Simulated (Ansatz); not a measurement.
# AlSi2B: one candidate of a structure search, part 2 of 2

Where does this trial cell of AlSi2B go when cell and atoms are let free?

Ansatz 0.2.0; DFT PBE, scalar-relativistic, plane waves, PAW.

**4. Relaxation on the finer mesh**

The end of the coarse run is made exact in the group found at a tolerance of 0.06 Å and reduced to its primitive cell.

input.yaml reads:

```yaml
crystal:
  lattice:
    - [3.1150579367, 0.0, 0.0]
    - [-1.5575289684, 2.6977193075, 0.0]
    - [0.0, 0.0, 6.4306419069]
  atoms:
    - { symbol: Al, position: [0.0, 0.0, 0.0] }
    - { symbol: Si, position: [0.3333333333, 0.6666666667, 0.3192374568] }
    - { symbol: Si, position: [0.3333333333, 0.6666666667, 0.6807625432] }
    - { symbol: B, position: [0.6666666667, 0.3333333333, 0.5] }
basis:
  ecutwfc: 420
kpoints:
  mp_grid: { grid: [18, 18, 8] }
hamiltonian:
  xc: pbe
scf:
  occupations: { method: gaussian, width: 0.1 }
output:
  forces: true
  stress: true
  eigenvalues: true
  write_density: true
  write_potential: true
  elf: true
  volumetric_format: npy
relax:
  adjacent_minimum: "off"
  f_tol: 0.01
  max_steps: 80
  cell: { stress_tol: 0.05 }
```

Command:

```
ansatz run input.yaml --threads 1 --pin off --max-ram 2048MiB --backend cpu --events-out ev --progress --plain --runs-dir out
```

The log of the run, cut to the lines that bear on the results:

```text
Warning: RAYON_NUM_THREADS=1 ignored (pool sized by the plan → 1); use --threads N
[...]
Pseudopotentials: kind: paw
Pseudopotential: Al, paw, valence charge 3, recommended cutoff 420 eV (normal), Al.paw.azcp
Pseudopotential: Si, paw, valence charge 4, recommended cutoff 420 eV (normal), Si.paw.azcp
Pseudopotential: B, paw, valence charge 3, recommended cutoff 420 eV (normal), B.paw.azcp
Functional definition: PBE
[...]
Crystal: 4 atoms, lattice volume = 54.040 Å³
Basis set: ecut = 420 eV, 1029 PW (Γ), exchange–correlation on 48×48×90 points (8 copies of the dense FFT grid, shifted against one another)
Bands: 11, of which v1, the nominal top of the filled ones, is band 7 counted from 1 (6 counted from 0)
Symmetry: 12 space group operations
Space group: P-6m2 (ITA 187), of the structure as read, at distance tolerance 3.8e-5 Å
k-points: 185 of 2592 (time reversal used)
[...]
        0.000000      -0.008225       0.000000
        0.000000       0.000000       0.016237
  P = ⅓ Tr σ = -0.0001 GPa (-0.001 kbar)
--- Band table (eV; the first three rows and the last of 185) ---
  k-point 0: bands = ["-4.9839", "-0.9041", "0.0622", "8.1880", "9.6577", "9.6577", "9.8897", "14.1289", "14.1289", "15.0996", "15.6319"]
[...]
--- Relaxed structure (4 steps of the walk, 4 accepted, 1 SCFs on fresh bases) ---
  F+E_penalty+E_count = -1963.80160952 eV   max|allowed force component| = 3.061e-3 eV/Å   (the final SCF, on the basis selected at the relaxed cell)
  cell:  # Å, volume = 54.0659 Å³
    - [3.1102359112281635, 2.882279910451537e-11, 0.0]
    - [-1.555117955639043, 2.6935433108718208, 0.0]
    - [0.0, 0.0, 6.453660890411384]
  atoms:
    - { symbol: Al, position: [-9.251858538489121e-17, 1.734723475815248e-17, -3.371987394671032e-20] }
    - { symbol: Si, position: [0.33333333333333337, 0.6666666666666669, 0.3199174046295882] }
    - { symbol: Si, position: [0.33333333333333337, 0.6666666666666669, 0.6800825953704118] }
    - { symbol: B, position: [0.6666666666666667, 0.3333333333333335, 0.5] }
```

Wall time 59 s (1 thread of Arm Neoverse V2, shared host); peak memory 0.45 GiB.

Relaxation path:

| step | energy from step 1 (eV/cell) | largest force component (eV/Å) | pressure (GPa) | volume (Å³) |
| --- | --- | --- | --- | --- |
| 1 | 0.0000 | 0.0438 | 0.03 | 54.04 |
| 2 | -0.0007 | 0.0068 | -0.14 | 54.11 |
| 3 | -0.0008 | 0.0105 | -0.05 | 54.07 |
| 4 | -0.0008 | 0.0031 | 0.00 | 54.07 |
| 5 | -0.0008 | 0.0031 | 0.00 | 54.07 |

Step 1 is the start. Step 5 repeats the geometry before it on a plane-wave basis chosen anew for that cell, so its energy need not be comparable with the rows above.

|  | before | after | change |
| --- | --- | --- | --- |
| a (Å) | 3.115 | 3.110 | -0.2 % |
| b (Å) | 3.115 | 3.110 | -0.2 % |
| c (Å) | 6.431 | 6.454 | +0.4 % |
| volume (Å³/atom) | 13.51 | 13.52 | 0.0 % |
| shortest distance (Å) | 2.141 | 2.139 | -0.1 % |
| space group (0.01 Å) | P-6m2 | P-6m2 | same |

Forces and stress were held to the start's 12 operations: a distortion of lower symmetry was not tested.

Density in a lattice plane of the grid's cell (edges 3.11 and 6.45 Å, at 0.667 of the third edge), which holds Si.

Ten even steps from ' ' (0.09 e/Å³) to '@' (0.45 e/Å³):
```
::::::........::::::::::
::------------::::::::::
--==++******++==--::::::
--++##%%@@%%##++--::..::
==**##**++**##**==::::::
++##++..  ..++##++--::--
**%%**::  ::**%%**======
##@@@@**++##@@@@##**++**
##@@@@@@@@@@@@@@%%##**##
##%%@@@@@@@@@@%%%%######
##@@@@@@@@@@@@@@%%##**##
##@@@@**++##@@@@##**++**
**%%**::  ::**%%**======
++##++..  ..++##++--::--
==**##**++**##**==::::::
--++##%%@@%%##++--::..::
--==++******++==--::::::
::------------::::::::::
::::::........::::::::::
::::..........::::::::::
```
Columns run along the first of these edges and rows up along the second, over one cell in 12 and 20 even steps from the bottom left corner. Atoms in the plane (fractional): Si at (0.33, 0.32), Si at (0.33, 0.68).

ELF in the same plane.

Values, 12 rows by 6 columns:
```
0.56 0.49 0.45 0.48 0.56 0.54
0.56 0.77 0.82 0.78 0.55 0.39
0.56 0.63 0.53 0.63 0.55 0.28
0.63 0.36 0.41 0.36 0.62 0.41
0.67 0.58 0.31 0.59 0.67 0.54
0.62 0.58 0.51 0.59 0.61 0.51
0.67 0.58 0.31 0.59 0.67 0.54
0.63 0.36 0.41 0.36 0.62 0.41
0.56 0.63 0.53 0.63 0.55 0.28
0.56 0.77 0.82 0.78 0.55 0.39
0.56 0.49 0.45 0.48 0.56 0.54
0.52 0.32 0.20 0.31 0.52 0.53
```
Columns run along the first of these edges and rows up along the second, over one cell in 6 and 12 even steps from the bottom left corner. Atoms in the plane (fractional): Si at (0.33, 0.32), Si at (0.33, 0.68).

Both are smooth fields of the valence electrons: close to the nuclei they are not physical.

Maxima of ELF outside the ion cores: 0.85 on the Si–B line, 1.0 Å from Si; 0.84 beside Si, off the lines to its neighbours, 0.9 Å from Si; 0.70 on the Al–Si line, 1.0 Å from Al.

**5. Results**

This closing draws on all 2 parts. Changes of volume or cell count from the first structure of part 1.

```
                              quantity                                                                       value
symmetry at the end (tolerance 0.05 Å)                                                 space group P-6m2 (No. 187)
                     conventional cell  a = 3.110 Å, b = 3.110 Å, c = 6.454 Å, α = 90.00°, β = 90.00°, γ = 120.00°
                                volume                                                               13.52 Å³/atom
              energy over the elements                                                               +0.31 eV/atom
                       gap on the mesh                                                                none (metal)
```

In words: The space group P-6m2 (No. 187) is kept, and the volume per atom shrinks by 15.4 % from the first guess. With a positive formation energy it can't be a ground state. No finished test with a distortion of lower symmetry is shown, so the end may be a saddle point.
